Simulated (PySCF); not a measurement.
# C2H6F3GeO3 radical, an adsorbate on a surface model (Ge site with back bonds C, O, O): interaction energy, part 2 of 3

PySCF 2.14.0. Atoms count from 0, parts from 1. Earlier steps stand in the parts before.

## 4. Counterpoise and decomposition: 2.54 Å

What the job is given:

```
{"job": {"kind": "inter", "xc": "revPBE", "basis": "def2-SVP", "disp": "d3bj"}, "charge": 0, "multiplicity": 2, "parts": [{"atoms": "0-10", "charge": 0, "multiplicity": 1}, {"atoms": "11-14", "charge": 0, "multiplicity": 2}]}
Ge    -0.411845     0.046112     0.217794
C      1.486625    -0.208590     0.422114
O     -0.783890     1.136746    -1.126729
O     -1.313673    -1.438563    -0.116015
O     -1.176334     0.822484     1.631298
H      1.831740    -1.029342    -0.208387
H      2.020100     0.694773     0.122786
H      1.758099    -0.437974     1.452288
H     -1.393471     0.726275    -1.740352
H     -2.005380    -1.610279     0.523577
H     -1.700327     1.568915     1.337022
F      0.061748    -1.818435     3.224523
C     -1.090829    -1.210787     3.453753
F     -1.220932    -0.960088     4.741446
F     -2.088497    -1.975032     3.036227
```

With the program's defaults for keys left out, this is: revPBE-D3(BJ)/def2-SVP interaction energy, counterpoise and uncorrected, gas phase.

The log of the run:

```text
part 1, own basis, geometry of the cluster: E = -2343.7576426059 (as before)

part 2, own basis, geometry of the cluster
coarse grid: 4344 points
cycle   1  E = -337.0201054984  dE =  6.151e-01  |g| = 5.789e-01  |ddm| = 1.640e+00
cycle   2  E = -336.6840357979  dE =  3.361e-01  |g| = 1.161e+00  |ddm| = 1.044e+00
cycle   3  E = -337.1325491603  dE = -4.485e-01  |g| = 3.197e-02  |ddm| = 7.168e-01
cycle   4  E = -337.1329564885  dE = -4.073e-04  |g| = 1.021e-02  |ddm| = 4.366e-02
cycle   5  E = -337.1329725197  dE = -1.603e-05  |g| = 9.011e-03  |ddm| = 1.214e-02
cycle   6  E = -337.1329990608  dE = -2.654e-05  |g| = 1.045e-03  |ddm| = 6.021e-03
cycle   7  E = -337.1329994724  dE = -4.116e-07  |g| = 2.829e-04  |ddm| = 1.106e-03
final grid: 46024 points
cycle   8  E = -337.1970326933  dE = -2.943e-05  |g| = 2.298e-03  |ddm| = 7.412e-03
cycle   9  E = -337.1970287244  dE =  3.969e-06  |g| = 4.114e-03  |ddm| = 4.421e-03
cycle  10  E = -337.1970347412  dE = -6.017e-06  |g| = 2.915e-04  |ddm| = 2.671e-03
cycle  11  E = -337.1970347694  dE = -2.822e-08  |g| = 7.528e-05  |ddm| = 3.033e-04
cycle  12  E = -337.1970347707  dE = -1.270e-09  |g| = 4.995e-05  |ddm| = 7.907e-05
cycle  13  E = -337.1970347715  dE = -8.062e-10  |g| = 1.036e-05  |ddm| = 3.639e-05
converged SCF energy = -337.1970347715

part 1, own basis, relaxed alone: E = -2343.7579901710 (as before)

part 2, own basis, relaxed alone: E = -337.1975701895 (as before)

cluster
final grid: 136128 points
cycle   1  E = -2680.9555467639  dE = -8.970e-03  |g| = 2.682e-02  |ddm| = 3.929e-01
cycle   2  E = -2680.9546516572  dE =  8.951e-04  |g| = 5.587e-02  |ddm| = 6.949e-02
cycle   3  E = -2680.9558407389  dE = -1.189e-03  |g| = 4.988e-03  |ddm| = 4.517e-02
cycle   4  E = -2680.9558485914  dE = -7.853e-06  |g| = 2.536e-03  |ddm| = 5.739e-03
cycle   5  E = -2680.9558508996  dE = -2.308e-06  |g| = 6.480e-04  |ddm| = 2.412e-03
cycle   6  E = -2680.9558510477  dE = -1.480e-07  |g| = 2.523e-04  |ddm| = 7.183e-04
cycle   7  E = -2680.9558510705  dE = -2.285e-08  |g| = 1.081e-04  |ddm| = 2.758e-04
cycle   8  E = -2680.9558510749  dE = -4.383e-09  |g| = 3.043e-05  |ddm| = 9.413e-05
cycle   9  E = -2680.9558510752  dE = -2.738e-10  |g| = 1.281e-05  |ddm| = 3.183e-05
converged SCF energy = -2680.9558510752

part 1 in the basis of the cluster
final grid: 136128 points
cycle   1  E = -2343.7599875092  dE = -2.342e-03  |g| = 9.344e-03  |ddm| = 2.429e-01
cycle   2  E = -2343.7599408170  dE =  4.669e-05  |g| = 1.844e-02  |ddm| = 2.509e-02
cycle   3  E = -2343.7600059299  dE = -6.511e-05  |g| = 1.997e-03  |ddm| = 1.586e-02
cycle   4  E = -2343.7600066224  dE = -6.924e-07  |g| = 8.875e-04  |ddm| = 2.438e-03
cycle   5  E = -2343.7600067495  dE = -1.271e-07  |g| = 3.189e-04  |ddm| = 9.005e-04
cycle   6  E = -2343.7600067684  dE = -1.886e-08  |g| = 8.405e-05  |ddm| = 3.270e-04
cycle   7  E = -2343.7600067695  dE = -1.124e-09  |g| = 1.322e-05  |ddm| = 7.095e-05
cycle   8  E = -2343.7600067695  dE = -2.728e-11  |g| = 7.169e-06  |ddm| = 1.852e-05
converged SCF energy = -2343.7600067695

part 2 in the basis of the cluster
final grid: 136128 points
cycle   1  E = -337.2004286614  dE = -3.393e-03  |g| = 8.415e-03  |ddm| = 2.275e-01
cycle   2  E = -337.2004124868  dE =  1.617e-05  |g| = 1.164e-02  |ddm| = 1.432e-02
cycle   3  E = -337.2004520550  dE = -3.957e-05  |g| = 2.540e-03  |ddm| = 7.982e-03
cycle   4  E = -337.2004544527  dE = -2.398e-06  |g| = 3.457e-04  |ddm| = 2.099e-03
cycle   5  E = -337.2004544669  dE = -1.422e-08  |g| = 2.607e-04  |ddm| = 3.132e-04
cycle   6  E = -337.2004544906  dE = -2.364e-08  |g| = 2.348e-05  |ddm| = 1.842e-04
cycle   7  E = -337.2004544908  dE = -2.270e-10  |g| = 3.326e-06  |ddm| = 2.126e-05
converged SCF energy = -337.2004544908

Interaction energy (kcal/mol)
  counterpoise       -0.544
  uncorrected        -4.171
  dispersion part    -3.437
  deformation         0.573
  binding             0.029

Decomposition of the uncorrected value (kcal/mol)
  electrostatic      -2.782
  Pauli               7.867
  orbital            -5.820
  dispersion         -3.437

Charge of each part in the cluster: 0.021 -0.021
```

Run time: 67 s. Hardware: 1 thread of Arm Neoverse N1, shared host; peak memory 0.56 GiB.

Counterpoise interaction energy: -0.54 kcal/mol.

## 5. Counterpoise and decomposition: 2.19 Å

Settings changed since step 4:

```diff
@@ -12,5 +12,5 @@
 H     -1.700327     1.568915     1.337022
-F      0.061748    -1.818435     3.224523
-C     -1.090829    -1.210787     3.453753
-F     -1.220932    -0.960088     4.741446
-F     -2.088497    -1.975032     3.036227
+F      0.073083    -1.768696     2.881889
+C     -1.079495    -1.161048     3.111119
+F     -1.209598    -0.910349     4.398812
+F     -2.077163    -1.925293     2.693593
```

Method: revPBE-D3(BJ)/def2-SVP interaction energy, counterpoise and uncorrected, gas phase.

The log of the run:

```text
part 1, own basis, geometry of the cluster: E = -2343.7576426059 (as before)

part 2, own basis, geometry of the cluster: E = -337.1970347715 (as before)

part 1, own basis, relaxed alone: E = -2343.7579901710 (as before)

part 2, own basis, relaxed alone: E = -337.1975701895 (as before)

cluster
final grid: 136128 points
cycle   1  E = -2680.9486814508  dE = -1.493e-02  |g| = 4.749e-02  |ddm| = 4.777e-01
cycle   2  E = -2680.9456382669  dE =  3.043e-03  |g| = 1.012e-01  |ddm| = 1.265e-01
cycle   3  E = -2680.9496019348  dE = -3.964e-03  |g| = 8.306e-03  |ddm| = 8.355e-02
cycle   4  E = -2680.9496239477  dE = -2.201e-05  |g| = 4.088e-03  |ddm| = 9.583e-03
cycle   5  E = -2680.9496299114  dE = -5.964e-06  |g| = 1.149e-03  |ddm| = 4.080e-03
cycle   6  E = -2680.9496303787  dE = -4.672e-07  |g| = 3.786e-04  |ddm| = 1.194e-03
cycle   7  E = -2680.9496304355  dE = -5.686e-08  |g| = 1.599e-04  |ddm| = 4.502e-04
cycle   8  E = -2680.9496304462  dE = -1.065e-08  |g| = 4.784e-05  |ddm| = 1.536e-04
cycle   9  E = -2680.9496304467  dE = -5.734e-10  |g| = 2.499e-05  |ddm| = 5.284e-05
converged SCF energy = -2680.9496304467

part 1 in the basis of the cluster
final grid: 136128 points
cycle   1  E = -2343.7607707629  dE = -3.125e-03  |g| = 1.103e-02  |ddm| = 2.927e-01
cycle   2  E = -2343.7607126852  dE =  5.808e-05  |g| = 2.099e-02  |ddm| = 2.879e-02
cycle   3  E = -2343.7607959132  dE = -8.323e-05  |g| = 2.416e-03  |ddm| = 1.812e-02
cycle   4  E = -2343.7607969712  dE = -1.058e-06  |g| = 1.044e-03  |ddm| = 2.996e-03
cycle   5  E = -2343.7607971467  dE = -1.755e-07  |g| = 3.845e-04  |ddm| = 1.060e-03
cycle   6  E = -2343.7607971736  dE = -2.695e-08  |g| = 1.044e-04  |ddm| = 3.915e-04
cycle   7  E = -2343.7607971754  dE = -1.769e-09  |g| = 1.779e-05  |ddm| = 8.882e-05
cycle   8  E = -2343.7607971755  dE = -6.366e-11  |g| = 9.392e-06  |ddm| = 2.447e-05
converged SCF energy = -2343.7607971755

part 2 in the basis of the cluster
final grid: 136128 points
cycle   1  E = -337.2016632920  dE = -4.627e-03  |g| = 1.142e-02  |ddm| = 2.343e-01
cycle   2  E = -337.2016249193  dE =  3.837e-05  |g| = 1.649e-02  |ddm| = 1.925e-02
cycle   3  E = -337.2017051892  dE = -8.027e-05  |g| = 3.217e-03  |ddm| = 1.093e-02
cycle   4  E = -337.2017090977  dE = -3.909e-06  |g| = 4.721e-04  |ddm| = 2.714e-03
cycle   5  E = -337.2017091248  dE = -2.702e-08  |g| = 3.560e-04  |ddm| = 4.341e-04
cycle   6  E = -337.2017091688  dE = -4.406e-08  |g| = 3.259e-05  |ddm| = 2.543e-04
cycle   7  E = -337.2017091693  dE = -4.441e-10  |g| = 4.782e-06  |ddm| = 3.025e-05
converged SCF energy = -337.2017091693

Interaction energy (kcal/mol)
  counterpoise        3.504
  uncorrected        -1.406
  dispersion part    -4.576
  deformation         0.573
  binding             4.077

Decomposition of the uncorrected value (kcal/mol)
  electrostatic      -7.404
  Pauli              20.537
  orbital            -9.963
  dispersion         -4.576

Charge of each part in the cluster: 0.034 -0.034
```

Wall time 64 s (1 thread of Arm Neoverse N1, shared host); peak memory 0.56 GiB.

Counterpoise interaction energy: 3.50 kcal/mol.

## 6. Counterpoise and decomposition: 2.89 Å

Settings changed since step 5:

```diff
@@ -12,5 +12,5 @@
 H     -1.700327     1.568915     1.337022
-F      0.073083    -1.768696     2.881889
-C     -1.079495    -1.161048     3.111119
-F     -1.209598    -0.910349     4.398812
-F     -2.077163    -1.925293     2.693593
+F      0.050414    -1.868174     3.567157
+C     -1.102163    -1.260526     3.796387
+F     -1.232266    -1.009827     5.084080
+F     -2.099831    -2.024771     3.378862
```

With the program's defaults for keys left out, this is: revPBE-D3(BJ)/def2-SVP interaction energy, counterpoise and uncorrected, gas phase.

The log of the run:

```text
part 1, own basis, geometry of the cluster: E = -2343.7576426059 (as before)

part 2, own basis, geometry of the cluster: E = -337.1970347715 (as before)

part 1, own basis, relaxed alone: E = -2343.7579901710 (as before)

part 2, own basis, relaxed alone: E = -337.1975701895 (as before)

cluster
final grid: 136128 points
cycle   1  E = -2680.9575621074  dE = -5.564e-03  |g| = 1.559e-02  |ddm| = 3.320e-01
cycle   2  E = -2680.9573062904  dE =  2.558e-04  |g| = 3.084e-02  |ddm| = 3.820e-02
cycle   3  E = -2680.9576606055  dE = -3.543e-04  |g| = 3.071e-03  |ddm| = 2.413e-02
cycle   4  E = -2680.9576635266  dE = -2.921e-06  |g| = 1.607e-03  |ddm| = 3.572e-03
cycle   5  E = -2680.9576644596  dE = -9.330e-07  |g| = 3.876e-04  |ddm| = 1.492e-03
cycle   6  E = -2680.9576645150  dE = -5.544e-08  |g| = 1.598e-04  |ddm| = 4.550e-04
cycle   7  E = -2680.9576645236  dE = -8.569e-09  |g| = 7.459e-05  |ddm| = 1.748e-04
cycle   8  E = -2680.9576645256  dE = -2.021e-09  |g| = 1.918e-05  |ddm| = 6.331e-05
cycle   9  E = -2680.9576645258  dE = -1.137e-10  |g| = 7.419e-06  |ddm| = 1.981e-05
converged SCF energy = -2680.9576645258

part 1 in the basis of the cluster
final grid: 136128 points
cycle   1  E = -2343.7593635166  dE = -1.720e-03  |g| = 7.766e-03  |ddm| = 1.967e-01
cycle   2  E = -2343.7593291385  dE =  3.438e-05  |g| = 1.569e-02  |ddm| = 2.118e-02
cycle   3  E = -2343.7593766258  dE = -4.749e-05  |g| = 1.560e-03  |ddm| = 1.343e-02
cycle   4  E = -2343.7593770253  dE = -3.995e-07  |g| = 7.510e-04  |ddm| = 1.947e-03
cycle   5  E = -2343.7593771166  dE = -9.133e-08  |g| = 2.614e-04  |ddm| = 7.532e-04
cycle   6  E = -2343.7593771294  dE = -1.283e-08  |g| = 6.639e-05  |ddm| = 2.682e-04
cycle   7  E = -2343.7593771301  dE = -6.912e-10  |g| = 9.891e-06  |ddm| = 5.615e-05
converged SCF energy = -2343.7593771301

part 2 in the basis of the cluster
final grid: 136128 points
cycle   1  E = -337.1994020763  dE = -2.368e-03  |g| = 5.874e-03  |ddm| = 2.145e-01
cycle   2  E = -337.1993969013  dE =  5.175e-06  |g| = 7.740e-03  |ddm| = 1.042e-02
cycle   3  E = -337.1994141726  dE = -1.727e-05  |g| = 1.895e-03  |ddm| = 5.483e-03
cycle   4  E = -337.1994154795  dE = -1.307e-06  |g| = 2.590e-04  |ddm| = 1.548e-03
cycle   5  E = -337.1994154896  dE = -1.009e-08  |g| = 1.800e-04  |ddm| = 2.239e-04
cycle   6  E = -337.1994155009  dE = -1.129e-08  |g| = 1.640e-05  |ddm| = 1.264e-04
cycle   7  E = -337.1994155010  dE = -1.056e-10  |g| = 1.960e-06  |ddm| = 1.415e-05
converged SCF energy = -337.1994155010

Interaction energy (kcal/mol)
  counterpoise       -1.729
  uncorrected        -4.311
  dispersion part    -2.437
  deformation         0.573
  binding            -1.156

Decomposition of the uncorrected value (kcal/mol)
  electrostatic      -1.123
  Pauli               2.804
  orbital            -3.556
  dispersion         -2.437

Charge of each part in the cluster: 0.011 -0.011
```

Wall time 62 s (1 thread of Arm Neoverse N1, shared host); peak memory 0.56 GiB.

In short: -1.73 kcal/mol with counterpoise, basis-set superposition error 2.58.

## 7. Counterpoise and decomposition: 2.08 Å

Settings changed since step 6:

```diff
@@ -12,5 +12,5 @@
 H     -1.700327     1.568915     1.337022
-F      0.050414    -1.868174     3.567157
-C     -1.102163    -1.260526     3.796387
-F     -1.232266    -1.009827     5.084080
-F     -2.099831    -2.024771     3.378862
+F      0.076861    -1.752117     2.767678
+C     -1.075717    -1.144468     2.996907
+F     -1.205820    -0.893770     4.284600
+F     -2.073385    -1.908713     2.579382
```

Method: revPBE-D3(BJ)/def2-SVP interaction energy, counterpoise and uncorrected, gas phase.

The log of the run:

```text
part 1, own basis, geometry of the cluster: E = -2343.7576426059 (as before)

part 2, own basis, geometry of the cluster: E = -337.1970347715 (as before)

part 1, own basis, relaxed alone: E = -2343.7579901710 (as before)

part 2, own basis, relaxed alone: E = -337.1975701895 (as before)

cluster
final grid: 136128 points
cycle   1  E = -2680.9443347121  dE = -1.783e-02  |g| = 5.707e-02  |ddm| = 5.171e-01
cycle   2  E = -2680.9399210465  dE =  4.414e-03  |g| = 1.217e-01  |ddm| = 1.525e-01
cycle   3  E = -2680.9456598716  dE = -5.739e-03  |g| = 9.963e-03  |ddm| = 1.010e-01
cycle   4  E = -2680.9456917565  dE = -3.188e-05  |g| = 4.787e-03  |ddm| = 1.148e-02
cycle   5  E = -2680.9456999275  dE = -8.171e-06  |g| = 1.385e-03  |ddm| = 4.860e-03
cycle   6  E = -2680.9457006098  dE = -6.822e-07  |g| = 4.295e-04  |ddm| = 1.419e-03
cycle   7  E = -2680.9457006867  dE = -7.691e-08  |g| = 1.838e-04  |ddm| = 5.411e-04
cycle   8  E = -2680.9457007015  dE = -1.483e-08  |g| = 5.532e-05  |ddm| = 1.871e-04
cycle   9  E = -2680.9457007022  dE = -7.185e-10  |g| = 3.160e-05  |ddm| = 6.407e-05
converged SCF energy = -2680.9457007022

part 1 in the basis of the cluster
final grid: 136128 points
cycle   1  E = -2343.7610629868  dE = -3.418e-03  |g| = 1.174e-02  |ddm| = 3.100e-01
cycle   2  E = -2343.7609992664  dE =  6.372e-05  |g| = 2.212e-02  |ddm| = 3.029e-02
cycle   3  E = -2343.7610913820  dE = -9.212e-05  |g| = 2.549e-03  |ddm| = 1.907e-02
cycle   4  E = -2343.7610925766  dE = -1.195e-06  |g| = 1.098e-03  |ddm| = 3.213e-03
cycle   5  E = -2343.7610927709  dE = -1.943e-07  |g| = 4.072e-04  |ddm| = 1.113e-03
cycle   6  E = -2343.7610928008  dE = -2.992e-08  |g| = 1.126e-04  |ddm| = 4.133e-04
cycle   7  E = -2343.7610928029  dE = -2.083e-09  |g| = 1.940e-05  |ddm| = 9.648e-05
cycle   8  E = -2343.7610928030  dE = -7.685e-11  |g| = 1.002e-05  |ddm| = 2.647e-05
converged SCF energy = -2343.7610928030

part 2 in the basis of the cluster
final grid: 136128 points
cycle   1  E = -337.2021233680  dE = -5.089e-03  |g| = 1.250e-02  |ddm| = 2.398e-01
cycle   2  E = -337.2020743325  dE =  4.904e-05  |g| = 1.828e-02  |ddm| = 2.102e-02
cycle   3  E = -337.2021734004  dE = -9.907e-05  |g| = 3.439e-03  |ddm| = 1.199e-02
cycle   4  E = -337.2021778855  dE = -4.485e-06  |g| = 5.233e-04  |ddm| = 2.926e-03
cycle   5  E = -337.2021779199  dE = -3.438e-08  |g| = 3.916e-04  |ddm| = 4.821e-04
cycle   6  E = -337.2021779732  dE = -5.329e-08  |g| = 3.608e-05  |ddm| = 2.812e-04
cycle   7  E = -337.2021779737  dE = -5.464e-10  |g| = 5.287e-06  |ddm| = 3.369e-05
converged SCF energy = -337.2021779737

Interaction energy (kcal/mol)
  counterpoise        6.060
  uncorrected         0.669
  dispersion part    -4.965
  deformation         0.573
  binding             6.633

Decomposition of the uncorrected value (kcal/mol)
  electrostatic     -10.243
  Pauli              27.924
  orbital           -12.047
  dispersion         -4.965

Charge of each part in the cluster: 0.038 -0.038
```

It took 63 s on 1 thread of Arm Neoverse N1, shared host; peak memory 0.56 GiB.

Counterpoise interaction energy: 6.06 kcal/mol.

(Part 2 of 3 ends here.)
